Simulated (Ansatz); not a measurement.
Geometry optimisation, Ansatz 0.2.0, DFT PBE, scalar-relativistic, plane waves, PAW.

The input (input.yaml):

```yaml
crystal:
  lattice:
    - [5.657297, 0.0, 0.0]
    - [-2.828649, 4.899363, 0.0]
    - [0.0, 0.0, 16.702638]
  atoms:
    - { symbol: Ba, position: [0.0, 0.0, 0.05987078] }
    - { symbol: Ti, position: [0.33333339, 0.66666666, 0.12362351] }
    - { symbol: O, position: [0.49706675, 0.99413333, 0.064966] }
    - { symbol: O, position: [0.00586671, 0.50293333, 0.064966] }
    - { symbol: O, position: [0.49706671, 0.50293333, 0.064966] }
    - { symbol: Ba, position: [0.6666667, 0.33333333, 0.19870512] }
    - { symbol: Ti, position: [0.0, 0.0, 0.26245785] }
    - { symbol: O, position: [0.16373336, 0.32746666, 0.20380034] }
    - { symbol: O, position: [0.67253341, 0.83626666, 0.20380034] }
    - { symbol: O, position: [0.1637334, 0.83626666, 0.20380034] }
    - { symbol: Ba, position: [0.33333339, 0.66666666, 0.33753946] }
    - { symbol: Ti, position: [0.6666667, 0.33333333, 0.40129219] }
    - { symbol: O, position: [0.83040006, 0.6608, 0.34263468] }
    - { symbol: O, position: [0.33920002, 0.1696, 0.34263468] }
    - { symbol: O, position: [0.83040002, 0.1696, 0.34263468] }
    - { symbol: B, position: [0.50293336, 0.25146666, 0.54258723] }
    - { symbol: H, position: [0.66471118, 0.83235555, 0.45278106] }
    - { symbol: H, position: [0.28661155, 0.23895045, 0.56524832] }
    - { symbol: H, position: [0.51544339, 0.04765771, 0.56524832] }
basis:
  ecutwfc: 420.0
kpoints:
  mp_grid: { grid: [3, 3, 1] }
hamiltonian:
  xc: pbe
  pseudopotentials: { kind: paw, azcp: { folder: soft_1 } }
scf:
  occupations: { method: gaussian, width: 0.02 }
  lower_state_search: "off"
relax:
  f_tol: 0.03
  max_steps: 60
  adjacent_minimum: "off"
  constraints: [{ sites: [0, 1, 2, 3, 4] }]
```

Command:

```bash
$ ansatz run input.yaml --threads 2 --pin off --max-ram 5120MiB --backend cpu --events-out ev --progress --plain --runs-dir out
```

**Question.** Where does it end, and by what steps?

**Answer.** The run converged. Limits of this set-up: coarse k mesh, thin slab, slab without dipole correction, no dispersion correction for a molecule that may bind weakly. After 40 steps the energy has fallen by 6.772 eV; H17 moved furthest, 2.78 Å. Parted: Ba6–O14 (2.89 → 3.95 Å). Joined: Ba11–B16 (4.52 → 3.39 Å), Ti12–H19 (3.08 → 1.95 Å), O14–B16 (3.43 → 1.50 Å), B16–H17 (3.30 → 1.24 Å).

```tsv
step	energy less start (eV)	largest force component (eV/Å)	accepted
0	0.0000	3.524	yes
2	-1.2632	0.850	yes
4	-1.7584	1.139	yes
6	-2.5504	1.798	yes
8	-3.7763	2.400	yes
10	-4.9779	1.213	yes
12	-5.2143	0.287	yes
14	-5.2728	0.141	yes
16	-5.2979	0.162	yes
18	-5.3358	0.202	yes
20	-5.5619	0.848	yes
22	-6.1324	1.521	yes
24	-6.4859	0.906	yes
26	-6.5209	0.134	yes
28	-6.5418	0.125	yes
30	-6.5818	0.370	yes
32	-6.6698	0.493	yes
34	-6.7561	0.271	yes
36	-6.7712	0.067	yes
38	-6.7712	0.067	yes
40	-6.7723	0.020	yes
```

```xyz
19
Lattice="5.6573 0.0000 0.0000 -2.8286 4.8994 0.0000 0.0000 0.0000 16.7026" Properties=species:S:1:pos:R:3
Ba 0.000 0.000 1.000
Ti 0.000 3.266 2.065
O 0.000 4.871 1.085
O -1.389 2.464 1.085
O 1.389 2.464 1.085
Ba 2.829 1.634 2.961
Ti -0.046 -0.019 4.535
O 0.021 1.610 3.753
O 1.450 4.092 3.647
O -1.420 4.135 3.758
Ba 0.008 3.274 5.719
Ti 2.923 1.697 6.887
O 2.828 3.257 6.125
O 1.319 0.835 6.518
O 4.165 0.769 6.090
B 0.923 0.900 7.960
H 0.042 1.738 8.203
H 0.721 -0.171 8.495
H 1.984 1.380 8.566
```

Whether the end is a true minimum wasn't checked by a vibrational analysis.

Time of the run: 5.1 min on 2 threads of Intel(R) Xeon(R) Platinum 8488C (Sapphire Rapids), on a shared host, peak memory 0.92 GiB.
